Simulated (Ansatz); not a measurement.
# C₃H₇BO₂: up Jacob's ladder to CCSD(T)

The task here is to estimate one member of a computed series from the others.

Computed with Ansatz 0.2.0, Gaussian basis. Level: functionals in def2-TZVPP, the program's frozen cores in correlated methods.

The runs, in order: LDA (SPW92), PBE-D4, revPBE-D4, BLYP-D4, r2SCAN-D4, B97M-V, PBE0-D4, B3LYP-D4, r2SCANh-D4, r2SCAN0-D4, HSE06-D4, BHLYP-D4, CAM-B3LYP-D4, LC-ωPBE, ωB97X-V, ωB97M-V, B2PLYP, PBE-QIDH; CCSD(T)/def2-SVP; CCSD(T)/def2-TZVPP; MP2/def2-QZVPP; extrapolation to the limit; RPA on PBE.

### Structure used throughout

The geometry comes from an earlier relaxation with PBE0-D4 in a triple-zeta def2 set; it is a stationary point, not always the lowest conformer.

13 atoms, charge 0, spin multiplicity 1.

Atoms are counted from 1 here; the program's logs count them from 0.

Bond lengths: C1–B2 1.554 Å, C1–H7 1.091 Å, C1–H8 1.095 Å, C1–H9 1.097 Å, B2–O3 1.376 Å, B2–H10 1.196 Å, O3–C4 1.369 Å, C4–C5 1.494 Å, C4–O6 1.193 Å, C5–H11 1.087 Å, C5–H12 1.092 Å, C5–H13 1.092 Å. Angles: B2–C1–H7 114.1°, B2–C1–H8 110.5°, B2–C1–H9 109.0°, H7–C1–H8 109.2°, H7–C1–H9 108.6°, H8–C1–H9 105.0°, C1–B2–O3 118.3°, C1–B2–H10 123.2°, O3–B2–H10 118.5°, B2–O3–C4 122.6°, O3–C4–C5 111.1°, O3–C4–O6 122.8°, C5–C4–O6 126.0°, C4–C5–H11 110.0°, C4–C5–H12 109.5°, C4–C5–H13 109.7°, H11–C5–H12 110.3°, H11–C5–H13 110.3° and more.

The first run:

in.yaml

```yaml
crystal:
  periodic: [false, false, false]
  atoms:
    - {symbol: C, position_ang: [-2.059066, -1.347629, 0.172199]}
    - {symbol: B, position_ang: [-1.211057, -0.092714, -0.173409]}
    - {symbol: O, position_ang: [0.156938, -0.174919, -0.049104]}
    - {symbol: C, position_ang: [0.998741, 0.809142, -0.493788]}
    - {symbol: C, position_ang: [2.271679, 0.821314, 0.287867]}
    - {symbol: O, position_ang: [0.732771, 1.520995, -1.412878]}
    - {symbol: H, position_ang: [-1.472646, -2.201605, 0.514502]}
    - {symbol: H, position_ang: [-2.814488, -1.104064, 0.926821]}
    - {symbol: H, position_ang: [-2.629520, -1.648102, -0.715213]}
    - {symbol: H, position_ang: [-1.691070, 0.949078, -0.511902]}
    - {symbol: H, position_ang: [2.940416, 1.583966, -0.102453]}
    - {symbol: H, position_ang: [2.743425, -0.161730, 0.231057]}
    - {symbol: H, position_ang: [2.054374, 1.011467, 1.341199]}
basis:
  gaussian: {orbitals: def2-TZVPP}
hamiltonian: {xc: lda}
output: {orbitals: {seedname: orbitals}}
```

Steps of the session up to this table: LDA; PBE-D4 (GGA); revPBE-D4 (GGA); BLYP-D4 (GGA); r2SCAN-D4 (meta-GGA); B97M-V (meta-GGA); PBE0-D4 (hybrid); B3LYP-D4 (hybrid); r2SCANh-D4 (hybrid); r2SCAN0-D4 (hybrid); HSE06-D4 (hybrid); BHLYP-D4 (hybrid); CAM-B3LYP-D4 (range-separated); LC-ωPBE-D4 (range-separated; the results give it without D4); ωB97X-V (range-separated); ωB97M-V (range-separated); B2PLYP (double hybrid); PBE-QIDH (double hybrid).

One table of the session follows, with a row left open; its other results are not shown here.

It belongs to the step «Frontier levels by functional». 

```
  functional  HOMO (eV)  gap (eV)
 LDA (SPW92)      -6.72      4.59
      PBE-D4      -6.53      4.68
   revPBE-D4      -6.45      4.71
     BLYP-D4      -6.44      4.72
   r2SCAN-D4      -6.84      5.34
      B97M-V      -6.99      5.55
     PBE0-D4      -8.19      7.43
    B3LYP-D4      -7.94      6.92
  r2SCANh-D4      -7.47      6.36
  r2SCAN0-D4      -8.42      7.88
    HSE06-D4      -7.78      6.63
    BHLYP-D4      -9.81     10.19
CAM-B3LYP-D4      -9.69     10.07
     LC-ωPBE     -11.01     12.61
     ωB97X-V     -10.68     12.19
     ωB97M-V          ?         ?
```

Estimate the missing values for ωB97M-V.

**Answer.** HOMO (eV): -10.64; gap (eV): 11.95. In the column «HOMO (eV)» it lies between ωB97X-V (-10.68) and BHLYP-D4 (-9.81).
